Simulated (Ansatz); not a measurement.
# C₃H₈Cl₃NSi: one species, many methods

The task here is to estimate one member of a computed series from the others.

Program: Ansatz 0.2.0, Gaussian basis. Level of theory: functionals in def2-TZVPP, the program's frozen cores in correlated methods. These are calculated values, not measurements.

The runs, in order: LDA (SPW92), PBE-D4, revPBE-D4, BLYP-D4, r2SCAN-D4, B97M-V, PBE0-D4, B3LYP-D4, r2SCANh-D4, r2SCAN0-D4, HSE06-D4, BHLYP-D4, CAM-B3LYP-D4, LC-ωPBE, ωB97X-V, ωB97M-V, B2PLYP, PBE-QIDH; CCSD(T)/def2-SVP.

## Structure used throughout

All runs share one geometry, relaxed beforehand with PBE0-D4 in a triple-zeta def2 set.

SMILES `CC(C)N[Si](Cl)(Cl)Cl`, 16 atoms, charge 0, spin multiplicity 1.

Atoms are counted from 1 here; the program's logs count them from 0.

Bond lengths: C1–C2 1.520 Å, C1–H9 1.092 Å, C1–H10 1.095 Å, C1–H11 1.091 Å, C2–C3 1.520 Å, C2–N4 1.458 Å, C2–H12 1.097 Å, C3–H13 1.095 Å, C3–H14 1.091 Å, C3–H15 1.092 Å, N4–Si5 1.675 Å, N4–H16 1.008 Å, Si5–Cl6 2.041 Å, Si5–Cl7 2.042 Å, Si5–Cl8 2.033 Å. Angles: C2–C1–H9 111.0°, C2–C1–H10 110.4°, C2–C1–H11 110.7°, H9–C1–H10 107.8°, H9–C1–H11 108.6°, H10–C1–H11 108.2°, C1–C2–C3 112.2°, C1–C2–N4 110.9°, C1–C2–H12 108.1°, C3–C2–N4 110.7°, C3–C2–H12 108.1°, N4–C2–H12 106.6°, C2–C3–H13 110.4°, C2–C3–H14 110.7°, C2–C3–H15 111.0°, H13–C3–H14 108.2°, H13–C3–H15 107.8°, H14–C3–H15 108.7° and more.

Coordinates:

```xyz
16
C3H8Cl3NSi
C     1.52510    0.05776   -0.97703
C     0.53109    0.03610    0.17248
C     0.92526   -0.95774    1.25239
N    -0.81766   -0.23488   -0.31145
Si   -2.11237    0.82337   -0.22114
Cl   -2.53298    1.36326    1.70221
Cl   -1.76083    2.57790   -1.20558
Cl   -3.72828   -0.09801   -1.04032
H     2.52992    0.29633   -0.62081
H     1.56638   -0.92155   -1.46411
H     1.23504    0.79785   -1.72457
H     0.50748    1.03597    0.62196
H     0.94310   -1.97424    0.84687
H     0.21267   -0.93310    2.07837
H     1.92117   -0.73648    1.64300
H    -0.94508   -1.13254   -0.75228
```

The first run:

Contents of in.yaml:

```yaml
crystal:
  periodic: [false, false, false]
  atoms:
    - {symbol: C, position_ang: [1.525099, 0.057756, -0.977034]}
    - {symbol: C, position_ang: [0.531091, 0.036104, 0.172483]}
    - {symbol: C, position_ang: [0.925255, -0.957745, 1.252389]}
    - {symbol: N, position_ang: [-0.817664, -0.234877, -0.311449]}
    - {symbol: Si, position_ang: [-2.112374, 0.823367, -0.221140]}
    - {symbol: Cl, position_ang: [-2.532977, 1.363263, 1.702206]}
    - {symbol: Cl, position_ang: [-1.760828, 2.577903, -1.205577]}
    - {symbol: Cl, position_ang: [-3.728275, -0.098012, -1.040317]}
    - {symbol: H, position_ang: [2.529919, 0.296333, -0.620811]}
    - {symbol: H, position_ang: [1.566379, -0.921548, -1.464113]}
    - {symbol: H, position_ang: [1.235038, 0.797855, -1.724566]}
    - {symbol: H, position_ang: [0.507482, 1.035974, 0.621958]}
    - {symbol: H, position_ang: [0.943095, -1.974244, 0.846873]}
    - {symbol: H, position_ang: [0.212674, -0.933105, 2.078369]}
    - {symbol: H, position_ang: [1.921172, -0.736485, 1.642999]}
    - {symbol: H, position_ang: [-0.945076, -1.132538, -0.752280]}
basis:
  gaussian: {orbitals: def2-TZVPP}
hamiltonian: {xc: lda}
output: {orbitals: {seedname: orbitals}}
```

Steps of the session up to this table: LDA; PBE-D4 (GGA); revPBE-D4 (GGA); BLYP-D4 (GGA); r2SCAN-D4 (meta-GGA); B97M-V (meta-GGA); PBE0-D4 (hybrid); B3LYP-D4 (hybrid); r2SCANh-D4 (hybrid); r2SCAN0-D4 (hybrid); HSE06-D4 (hybrid); BHLYP-D4 (hybrid); CAM-B3LYP-D4 (range-separated); LC-ωPBE (range-separated); ωB97X-V (range-separated); ωB97M-V (range-separated); B2PLYP (double hybrid); PBE-QIDH (double hybrid).

One of the session's tables, all rows but one given; the rest of the session is left out.

It belongs to the step «Frontier levels by functional». 

```
  functional  HOMO (eV)  gap (eV)
 LDA (SPW92)      -6.33      5.36
      PBE-D4      -6.15      5.45
   revPBE-D4      -6.08      5.50
     BLYP-D4      -6.01      5.41
   r2SCAN-D4      -6.44      6.16
      B97M-V          ?         ?
     PBE0-D4      -7.54      7.85
    B3LYP-D4      -7.30      7.33
  r2SCANh-D4      -6.96      7.02
  r2SCAN0-D4      -7.74      8.31
    HSE06-D4      -7.14      7.07
    BHLYP-D4      -8.84     10.10
CAM-B3LYP-D4      -8.94     10.28
     LC-ωPBE     -10.33     12.97
     ωB97X-V      -9.96     12.41
     ωB97M-V      -9.85     11.95
```

Q: Estimate the row for B97M-V from the others.

As computed: HOMO (eV): -6.56; gap (eV): 6.28. In the column «HOMO (eV)» it lies between r2SCANh-D4 (-6.96) and r2SCAN-D4 (-6.44).
